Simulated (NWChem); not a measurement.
**One shape, several levels: CH4InO (SMILES C[O][InH])**

Aim: a comparison of 4 runs (UHF/STO-3G, UHF/3-21G, UPBE0/def2-TZVP, UMP2/STO-3G) of CH4InO. 

The results are computed with NWChem 7.3.0.

### 1 The structure to begin with

The species is CH4InO (7 atoms), meant as a doublet with charge 0. SMILES: `C[O][InH]`. The coordinates come from a PBE0-D4/def2-TZVP relaxation. This is one conformer, not always the lowest.

Bond lengths: C1–O2 1.400 Å, O2–In3 2.004 Å, C1–H4 1.098 Å, C1–H5 1.102 Å, C1–H6 1.098 Å, In3–H7 1.778 Å. Angles: C1–O2–In3 121.6°, O2–C1–H4 110.4°, O2–C1–H5 113.9°, O2–C1–H6 110.4°, O2–In3–H7 114.2°, H4–C1–H5 107.1°, H4–C1–H6 107.6°, H5–C1–H6 107.1°.

### 2 Energy and gradient at UHF/STO-3G (run 1)

Input file run.py:

```python
from ase import Atoms
from ase.calculators.nwchem import NWChem

molecule = Atoms(['C', 'O', 'In', 'H', 'H', 'H', 'H'], positions=[
    [-0.630500, 0.625600, -0.176900],
    [-0.752100, -0.636200, 0.418100],
    [0.836500, -1.826900, 0.688600],
    [-1.249000, 0.682800, -1.082200],
    [0.399900, 0.883300, -0.471200],
    [-0.975300, 1.408100, 0.511600],
    [2.370400, -1.136600, 0.112000],
])

calc = NWChem(
    label='m1',
    theory='scf',
    memory='2200 mb',
    basis='STO-3G',
    basispar='spherical bse',
    scf={'nopen': '1', 'uhf': None, 'thresh': '1e-08', 'maxiter': '80'},
)
molecule.calc = calc

forces = molecule.get_forces()
print("Total energy (eV):", round(molecule.get_potential_energy(), 6))
print("forces (eV/A):")
for s, f in zip(molecule.symbols, forces):
    print(f"{s:2s} {f[0]:10.5f} {f[1]:10.5f} {f[2]:10.5f}")
```

Launch:

```
$ export ASE_NWCHEM_COMMAND="nwchem PREFIX.nwi > PREFIX.nwo"
$ python run.py
```

Log:

```text
Total energy (eV): -157728.188373
forces (eV/A):
C     0.55855    0.40881   -0.28591
O     1.47463   -2.33312    0.81021
In    0.07765    2.07838   -0.95948
H     0.00041    0.21150   -0.03949
H    -0.27948    0.23618   -0.05888
H    -0.01579    0.17185   -0.12917
H    -1.81602   -0.77354    0.66273
```

The calculator wrote m1.nwi:

```
title "m1"

permanent_dir m1

scratch_dir m1

start m1

geometry units angstrom nocenter noautosym noautoz
  C  -6.3049999999999995e-01 6.2560000000000004e-01 -1.7690000000000000e-01
  O  -7.5209999999999999e-01 -6.3619999999999999e-01 4.1810000000000003e-01
  In 8.3650000000000002e-01 -1.8269000000000000e+00 6.8859999999999999e-01
  H  -1.2490000000000001e+00 6.8279999999999996e-01 -1.0822000000000001e+00
  H  3.9989999999999998e-01 8.8329999999999997e-01 -4.7120000000000001e-01
  H  -9.7529999999999994e-01 1.4080999999999999e+00 5.1160000000000005e-01
  H  2.3704000000000001e+00 -1.1366000000000001e+00 1.1200000000000000e-01
end

memory 2200 mb

basis spherical bse noprint
   * library STO-3G
end

scf
  nopen 1
  uhf
  thresh 1e-08
  maxiter 80
end

task scf gradient
```

m1.nwo (excerpt; [...] marks lines left out):

```text
[...]
      One electron energy =  -8486.673657021520
[... 1 line left out ...]
 Nuclear repulsion energy =    229.387530759755
[... 53 lines left out ...]
          Final beta eigenvalues
[... 232 lines left out ...]
                     UHF Final Beta Molecular Orbital Analysis
[...]
  wavefunction    =   UHF
                         UHF ENERGY GRADIENTS
    atom               coordinates                        gradient
                 x          y          z           x          y          z
   1 C      -1.191472   1.182213  -0.334293   -0.010862  -0.007950   0.005560
   2 O      -1.421263  -1.202244   0.790094   -0.028677   0.045372  -0.015756
   3 In      1.580756  -3.452340   1.301265   -0.001510  -0.040418   0.018659
   4 H      -2.360268   1.290305  -2.045061   -0.000008  -0.004113   0.000768
   5 H       0.755701   1.669195  -0.890439    0.005435  -0.004593   0.001145
   6 H      -1.843050   2.660923   0.966784    0.000307  -0.003342   0.002512
   7 H       4.479406  -2.147863   0.211649    0.035316   0.015043  -0.012888
[...]
```

Run time: 7.5 s. Hardware: 1 thread of AMD EPYC 9R14 (Zen 4), shared host; peak memory 0.1 GiB.

### 3 Energy and forces at UHF/3-21G (run 2)

Input file nw.nw:

```
start nw
memory total 2200 mb

geometry noautosym nocenter noautoz
C       -0.630500       0.625600      -0.176900
O       -0.752100      -0.636200       0.418100
In       0.836500      -1.826900       0.688600
H       -1.249000       0.682800      -1.082200
H        0.399900       0.883300      -0.471200
H       -0.975300       1.408100       0.511600
H        2.370400      -1.136600       0.112000
end

basis spherical bse
* library 3-21G
end

scf
doublet
uhf
thresh 1e-08
maxiter 80
end

task scf gradient
```

Launch:

```
$ nwchem nw.nw > nw.out
```

Log:

```text
[...]
  functions       =    57
[...]
  wavefunction    = UHF
[...]
         Total SCF energy =  -5829.126522289281
      One electron energy =  -8507.564690754511
      Two electron energy =   2449.050637705475
 Nuclear repulsion energy =    229.387530759755
                       Sz =      0.5000
                 Sz(Sz+1) =      0.7500
                      S^2 =      0.7601
[...]
                         UHF ENERGY GRADIENTS
    atom               coordinates                        gradient
                 x          y          z           x          y          z
   1 C      -1.191472   1.182213  -0.334293    0.006111  -0.023972   0.009927
   2 O      -1.421263  -1.202244   0.790094   -0.019810   0.027623  -0.009192
   3 In      1.580756  -3.452340   1.301265    0.018427  -0.002221  -0.002139
   4 H      -2.360268   1.290305  -2.045061   -0.004490  -0.002342  -0.005678
   5 H       0.755701   1.669195  -0.890439    0.006198   0.000310  -0.001215
   6 H      -1.843050   2.660923   0.966784   -0.002396   0.003159   0.006442
   7 H       4.479406  -2.147863   0.211649   -0.004040  -0.002557   0.001855
[...]
```

Wall time 7.8 s (1 thread of AMD EPYC 9R14 (Zen 4), shared host); peak memory 0.1 GiB.

Run 3 isn't shown in full; the table further down has it.

### 4 Energy and gradient at UMP2/STO-3G (run 4)

Input file job.nw:

```
echo
start job
memory total 2200 mb

geometry units angstroms noautosym nocenter noautoz
  C       -0.630500       0.625600      -0.176900
  O       -0.752100      -0.636200       0.418100
  In       0.836500      -1.826900       0.688600
  H       -1.249000       0.682800      -1.082200
  H        0.399900       0.883300      -0.471200
  H       -0.975300       1.408100       0.511600
  H        2.370400      -1.136600       0.112000
end

basis "ao basis" spherical bse
  * library STO-3G
end

scf
  doublet
  uhf
  thresh 1e-08
  maxiter 80
  print low
end

mp2
  freeze core 20
  tight
end

task mp2 gradient
```

Launch:

```
$ nwchem job.nw > job.out
```

Log:

```text
[...]
  functions       =    41
[...]
  wavefunction    = UHF
[...]
         Total SCF energy =  -5796.404057894827
      One electron energy =  -8486.673657021367
      Two electron energy =   2460.882068366786
 Nuclear repulsion energy =    229.387530759755
                       Sz =      0.5000
                 Sz(Sz+1) =      0.7500
                      S^2 =      0.7561
[...]
          Total MP2 energy         -5796.518974561394
[...]
                         mp2 ENERGY GRADIENTS
    atom               coordinates                        gradient
                 x          y          z           x          y          z
   1 C      -1.191472   1.182213  -0.334293   -0.017164  -0.010660   0.007867
   2 O      -1.421263  -1.202244   0.790094   -0.020565   0.066859  -0.026921
   3 In      1.580756  -3.452340   1.301265    0.000747  -0.040382   0.018257
   4 H      -2.360268   1.290305  -2.045061    0.008893  -0.005035   0.013411
   5 H       0.755701   1.669195  -0.890439   -0.008549  -0.010175   0.006088
   6 H      -1.843050   2.660923   0.966784    0.005390  -0.014387  -0.007084
   7 H       4.479406  -2.147863   0.211649    0.031249   0.013781  -0.011618
[...]
```

It took 14 s on 1 thread of AMD EPYC 9R14 (Zen 4), shared host; peak memory 0.11 GiB.

### 5 Overview of the runs

| run | level | iteration cap | module | energy (Eh) | dipole moment (D) | HOMO energy (eV) | LUMO energy (eV) | wall time |
| --- | --- | --- | --- | --- | --- | --- | --- | --- |
| 1 | UHF/STO-3G | 80 | scf | -5796.404058 | 2.09 | -5.21 | 5.11 | 7.5 s |
| 2 | UHF/3-21G | 80 | scf | -5829.126522 | 1.57 | -8.09 | 0.40 | 7.8 s |
| 3 | UPBE0/def2-TZVP (core potential) | 100 | dft | -305.744176 | 1.46 | -6.09 | -3.12 | 3.1 min |
| 4 | UMP2/STO-3G | 80 | mp2 | -5796.518975 | 1.28 | – | – | 14 s |

### 6 Outcome

```
                                                      quantity           value
                                           run 4: total energy  -5796.51897 Eh
run 4: dipole moment (of the density that the program reports)          1.28 D
           run 4: correlation energy (20 core orbitals frozen)      -114.9 mEh
                      run 4: ⟨S²⟩ of the reference determinant           0.756
                               run 4: largest force on an atom      3.854 eV/Å
```

What this shows: The dipole moment (its size) runs from 1.28 D (UMP2/STO-3G) to 2.09 D (UHF/STO-3G). Some runs of one species differ in core potentials or relativity; totals across that change don't compare. In runs 1, 4 the basis is minimal, so the values are rough. In runs 1, 2, 4 relativity is left out where basis or elements ask for it. All runs together took 3.6 min, the longest 3.1 min.
